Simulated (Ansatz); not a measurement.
# BGeF (singlet): from Hartree-Fock to the top rungs at a displaced geometry (v2), cc-pVDZ

An exercise on one series of results from a longer session: the logs are not shown, and one member is left open.

Program: Ansatz 0.2.0, Gaussian basis. Level of theory: cc-pVDZ, core rule «outside noble gas», up to 16 orbitals frozen. These are calculated values, not measurements.

Plan: UHF; CCSD(T) on RHF; CCSD(T) on UHF; BCCD(T) on RHF; CISD; CCSDT(Q) on RHF; CCSDT(Q) on UHF.

16 further runs of the same task are left out: 8 that didn't finish, 8 set aside as unsound or not needed.

## The geometry

The geometry is a PBE0/def2-TZVP stationary point (not a proven minimum) with its atoms shifted at random (size 0.100 Å). No spin-orbit coupling is included. The filled d shell of Ge may be among the frozen orbitals whatever the setting's name suggests; the logs give the count.

3 atoms, charge 0, spin multiplicity 1.

Atoms are counted from 1 here; the program's logs count them from 0.

Bond lengths: F1–B2 1.303 Å, B2–Ge3 1.981 Å. Angles: F1–B2–Ge3 170.4°.

Geometry (Å):

```tsv
atom	x (Å)	y (Å)	z (Å)
F1	0.0844	0.0052	-1.5215
B2	-0.0805	0.0136	-0.2288
Ge3	-0.0039	-0.0188	1.7503
```

The first run:

in.yaml reads:

```yaml
crystal:
  periodic: [false, false, false]
  atoms:
    - {symbol: F, position_ang: [0.084376, 0.005225, -1.521502]}
    - {symbol: B, position_ang: [-0.080498, 0.013599, -0.228809]}
    - {symbol: Ge, position_ang: [-0.003878, -0.018825, 1.750311]}
basis:
  gaussian: {orbitals: cc-pVDZ}
magnetization: {spin_polarized: true, initial_magnetization: 0}
hamiltonian: {xc: hf}
output: {orbitals: {seedname: orbitals}}
```

Command:

```sh
$ ansatz run in.yaml --threads 1 --pin off --events-out ev --progress --plain --max-ram 2393MiB
```

Among the steps run: UHF; CCSD(T) on RHF; CCSD(T) on UHF; BCCD(T) on RHF; CISD; CCSDT(Q) on RHF; CCSDT(Q) on UHF.

One of the session's tables, all rows but one given; the rest of the session is left out.

It belongs to the step «Misses and costs». 

```
   method  from RCCSDT(Q) (kcal/mol)
      RHF                    +231.09
      UHF                    +210.17
     RMP2                     +28.04
     UMP2                          ?
    RCCSD                     +11.26
    UCCSD                      -0.19
 RCCSD(T)                      +4.20
 UCCSD(T)                      -7.28
  BCCD(T)                      +4.07
   RCCSDT                      +1.99
   UCCSDT                     -11.56
RCCSDT(Q)                          0
UCCSDT(Q)                     -13.82
```

Estimate the missing values for UMP2.

The run gave: from RCCSDT(Q) (kcal/mol): +15.12. In the column «from RCCSDT(Q) (kcal/mol)» it lies between RCCSD (+11.26) and RMP2 (+28.04).

Not comparable, so not listed: CISD (they don't share determinant, frozen orbitals or solution with the rows shown, or repeat one).

Caveats from the session: The determinant is far from a pure spin state, so its energy mixes those of several spin states (harmless only where they are near-degenerate, as at dissociation). The report flags that the cluster equations may have other roots. The program flags UCCSD(T), RCCSDT(Q), UCCSDT(Q) as in doubt, so the zero of the table is itself unsure. Warnings: restricted reference is unstable; spin contamination. Restricted and unrestricted rows rest on different reference determinants; where their highest levels disagree by more than a few hundredths of an eV, they describe different states and don't form one ladder.
